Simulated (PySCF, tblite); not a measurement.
# C₄H₇ClGaN: geometry, infrared bands and NMR shifts

Wanted: the infrared bands and NMR shifts of C₄H₇ClGaN (`C#[C][Ga@@-]([NH3+])([Cl])[CH]=C`), by calculation.

Computed with tblite 0.8.0 and PySCF 2.14.0, with density-fitted response routines of our own, on a single molecule in the gas phase. Atoms count from 0, in the outputs and in this text.

### 1 The molecule as given

14 atoms, charge 0, multiplicity 1; geometry from: force field or distance geometry start.

Bonds of the start (Å): C0–C1 1.20, C1–Ga2 1.95, Ga2–N3 1.90, Ga2–Cl4 2.20, Ga2–C5 1.97, C5–C6 1.34, C0–H7 1.07, N3–H8 1.04, N3–H9 1.06, N3–H10 1.04, C5–H11 1.09, C6–H12 1.08, C6–H13 1.09.

### 2 Optimising the geometry with GFN2-xTB

Job settings and geometry (Å):

```
{"job": {"kind": "relax", "xc": "GFN2-xTB", "basis": "xTB"}, "charge": 0, "multiplicity": 1}
C     -2.421900     1.860500     1.323400
C     -1.680400     1.188100     0.666500
Ga    -0.446200     0.081500    -0.366900
N     -0.601700    -1.729100     0.178500
Cl    -0.972100     0.241000    -2.497900
C      1.395300     0.711300    -0.093100
C      2.426800     0.117700    -0.698500
H     -3.087400     2.465100     1.897700
H     -1.583100    -2.064600     0.085500
H     -0.318300    -1.826500     1.191800
H      0.016300    -2.339000    -0.402200
H      1.570600     1.552600     0.570900
H      3.432300     0.472600    -0.519100
H      2.269100    -0.731600    -1.358800
```

On the command line:

```console
OMP_NUM_THREADS=1 python probes_run.py task.json out
```

The driver reads the jobs from task.json and runs them one after another.

**Question.** This job is followed by: GFN2-xTB harmonic vibrations, gas phase; GIAO PBE0/pcSseg-1 NMR shielding, non-relativistic, gas phase. Predict these results of the whole session: strongest single infrared mode (GFN2-xTB); zero-point energy (GFN2-xTB); 13C shifts against TMS (PBE0/pcSseg-1); 1H shifts against TMS (PBE0/pcSseg-1, means over atoms taken as alike); 15N shifts against NH3 (PBE0/pcSseg-1); 35Cl shifts against HCl (PBE0/pcSseg-1); shieldings of Ga (PBE0/pcSseg-1).

The runs gave:

| quantity | value |
| --- | --- |
| strongest single infrared mode (GFN2-xTB) | 1200 cm⁻¹, 264 km/mol |
| zero-point energy (GFN2-xTB) | 59.0 kcal/mol |
| 13C shifts against TMS (PBE0/pcSseg-1) | 150.3, 145.1, 99.4, 98.7 ppm |
| 1H shifts against TMS (PBE0/pcSseg-1, means over atoms taken as alike) | 6.78, 6.68, 6.35, 1.93, 1.58 ppm |
| 15N shifts against NH3 (PBE0/pcSseg-1) | 41.4 ppm |
| 35Cl shifts against HCl (PBE0/pcSseg-1) | -73 ppm |
| shieldings of Ga (PBE0/pcSseg-1) | Ga2 1494.8 ppm |

The optimisation took 118 steps and gained 0.602 eV; among the close pairs (by a distance rule), Ga2–N3 changed most, from 1.897 to 2.251 Å. All 36 modes are real, so the xTB geometry is a minimum. The strongest single mode, at 1200 cm⁻¹, moves mainly H8, H10 and H9. GFN2-xTB is a fitted tight-binding method: band positions and strengths are rough. Its intensities can rank the bands wrongly. The most deshielded carbon is C5 (alkene CH), at 150.3 ppm: an sp2 carbon of a C=C bond. H11 (hydrogen on an alkene CH) lies farthest downfield among hydrogen, at 6.78 ppm; olefinic region. At PBE0/pcSseg-1: The largest span, 350 ppm, is at Ga2, where the paramagnetic term is -1143 ppm. Spin-orbit coupling is left out, which matters for shieldings and couplings at and beside the heavy atoms.
